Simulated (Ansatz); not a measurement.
# C4H11InO: basis-set convergence

One table from this session's results is given with a row withheld; the runs are named, their logs left out.

Method: one geometry, several basis sets; program: Ansatz 0.2.0, Gaussian basis.

Levels to be run: PBE0-D4/def2-SVP; ωB97M-V/def2-SVP; PBE0-D4/def2-QZVPP; ωB97M-V/def2-QZVPP; the functionals' def2-TZVPP values are taken from earlier runs.

## The geometry

An earlier PBE0-D4 in a triple-zeta def2 set relaxation fixed the geometry. In takes the def2 core potential; no spin-orbit term is included.

SMILES `[CH3][InH][O]C(C)C`, 17 atoms, charge 0, spin multiplicity 1.

Atoms are counted from 1 here; the program's logs count them from 0.

Bond lengths: C1–In2 2.133 Å, C1–H7 1.091 Å, C1–H8 1.091 Å, C1–H9 1.090 Å, In2–O3 2.000 Å, In2–H10 1.716 Å, O3–C4 1.402 Å, C4–C5 1.521 Å, C4–C6 1.521 Å, C4–H11 1.101 Å, C5–H12 1.092 Å, C5–H13 1.094 Å, C5–H14 1.096 Å, C6–H15 1.094 Å, C6–H16 1.092 Å, C6–H17 1.096 Å. Angles: In2–C1–H7 110.6°, In2–C1–H8 110.6°, In2–C1–H9 108.5°, H7–C1–H8 108.2°, H7–C1–H9 109.5°, H8–C1–H9 109.5°, C1–In2–O3 107.3°, C1–In2–H10 135.4°, O3–In2–H10 117.3°, In2–O3–C4 126.5°, O3–C4–C5 111.7°, O3–C4–C6 111.7°, O3–C4–H11 106.3°, C5–C4–C6 111.4°, C5–C4–H11 107.7°, C6–C4–H11 107.7°, C4–C5–H12 110.2°, C4–C5–H13 111.5° and more.

Set-up of the first run:

The input, in.yaml:

```yaml
crystal:
  periodic: [false, false, false]
  atoms:
    - {symbol: C, position_ang: [1.202916, 2.927826, -1.379517]}
    - {symbol: In, position_ang: [-0.155586, 1.604364, -0.402991]}
    - {symbol: O, position_ang: [0.742550, -0.177976, -0.268873]}
    - {symbol: C, position_ang: [0.208629, -1.340779, 0.303529]}
    - {symbol: C, position_ang: [-1.030191, -1.814806, -0.439849]}
    - {symbol: C, position_ang: [-0.069189, -1.159884, 1.787485]}
    - {symbol: H, position_ang: [0.762143, 3.323080, -2.295984]}
    - {symbol: H, position_ang: [1.451714, 3.768852, -0.730484]}
    - {symbol: H, position_ang: [2.110188, 2.374973, -1.621386]}
    - {symbol: H, position_ang: [-1.739654, 1.736989, 0.244232]}
    - {symbol: H, position_ang: [0.980481, -2.119162, 0.199353]}
    - {symbol: H, position_ang: [-0.809751, -1.931230, -1.503217]}
    - {symbol: H, position_ang: [-1.386864, -2.774158, -0.054894]}
    - {symbol: H, position_ang: [-1.843518, -1.088541, -0.330340]}
    - {symbol: H, position_ang: [-0.391078, -2.095705, 2.252653]}
    - {symbol: H, position_ang: [0.830951, -0.812909, 2.299580]}
    - {symbol: H, position_ang: [-0.863760, -0.420913, 1.940693]}
basis:
  gaussian: {orbitals: def2-SVP}
hamiltonian: {xc: pbe0, dispersion: d4}
output: {orbitals: {seedname: orbitals}}
```

Steps of the session up to this table: PBE0-D4 in def2-SVP; ωB97M-V in def2-SVP; PBE0-D4 in def2-QZVPP; ωB97M-V in def2-QZVPP.

One of the session's tables, all rows but one given; the rest of the session is left out.

It belongs to the step «Functionals by basis». 

| functional | basis | HOMO (eV) |
| --- | --- | --- |
| PBE0-D4 | def2-SVP | -7.01 |
| PBE0-D4 | def2-TZVPP | -7.13 |
| PBE0-D4 | def2-QZVPP | ? |
| ωB97M-V | def2-SVP | -9.30 |
| ωB97M-V | def2-TZVPP | -9.44 |
| ωB97M-V | def2-QZVPP | -9.46 |

**Question.** Estimate the row for PBE0-D4, def2-QZVPP.

**Answer.** HOMO (eV): -7.15. In the column «HOMO (eV)» it lies between ωB97M-V, def2-SVP (-9.30) and PBE0-D4, def2-TZVPP (-7.13).
